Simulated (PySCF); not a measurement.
# ZnS: from the state search to spectroscopic constants

The task here is to estimate one member of a computed series from the others.

Program: PySCF 2.14.0. Level of theory: Zn x2c-SVPall, S x2c-SVPall, spin-free X2C with a Gaussian nucleus. These are calculated values, not measurements.

Set-up of the first run:

The job is set up so:

| Quantity | Value |
| --- | --- |
| atoms | Zn, S |
| charge | 0 |
| basis | Zn x2c-SVPall, S x2c-SVPall |
| Hamiltonian | spin-free X2C with a Gaussian nucleus |
| basis functions | 54 |
| electrons treated | 46 |
| masses in u | 63.9291, 31.9721 |
| levels | PBE0, PBE, r²SCAN, r²SCANh, BLYP, LDA, LC-ωPBE, HF, MP2, SCS-MP2, CCSD, CCSD(T) |
| grid | 80 radial by 434 angular points |
| occupations | held fixed by the projection of orbital angular momentum |
| dissociation limit | Zn + S, each in its ground configuration |
| starting distance in angstrom | 2.175 |
| values of 2S to try | 0, 2 |

The run is started by

```console
$ OMP_NUM_THREADS=1 python dia.py task.json out
```

Among the steps run: The job; The PBE0 curve of the state that the search chose; Higher solutions at PBE0; PBE (GGA); r²SCAN (meta-GGA); r²SCANh; BLYP (GGA); LDA (local density); LC-ωPBE; RHF; MP2 and coupled cluster.

One table of the session follows, with a row left open; its other results are not shown here.

Energy (eV) from each level's lowest point:

| R (Å) | RHF | RHF-MP2 | RHF-SCS-MP2 | RHF-CCSD | RHF-CCSD(T) |
| --- | --- | --- | --- | --- | --- |
| 1.772 | 1.301 | 1.061 | 1.134 | n/a | n/a |
| 1.855 | 0.617 | 0.445 | 0.498 | 0.545 | 0.541 |
| 1.937 | ? | ? | ? | ? | ? |
| 1.999 | 0.075 | 0.016 | 0.033 | 0.050 | 0.047 |
| 2.061 | 0.007 | 0.000 | 0.000 | 0.000 | 0.000 |
| 2.123 | 0.000 | 0.051 | 0.032 | 0.013 | 0.017 |
| 2.205 | 0.057 | 0.191 | 0.146 | 0.098 | 0.111 |
| 2.308 | 0.189 | 0.438 | 0.359 | 0.274 | 0.299 |
| 2.432 | 0.388 | 0.781 | 0.662 | 0.536 | 0.576 |
| 2.597 | 0.660 | 1.237 | 1.070 | n/a | n/a |

**Question.** Estimate the row for R (Å) = 1.937.

Worked estimate for «RHF». A straight line through the neighbours (1.855, 0.617) and (1.999, 0.075) gives 0.617 + (0.075 − 0.617) × (1.937 − 1.855) / (1.999 − 1.855) = 0.308; a parabola fitted to 4 rows on both sides gives 0.217.

**Answer.** RHF: 0.229; RHF-MP2: 0.120; RHF-SCS-MP2: 0.153; RHF-CCSD: 0.185; RHF-CCSD(T): 0.180. In «RHF» the line misses by +0.079 and the parabola by -0.012.
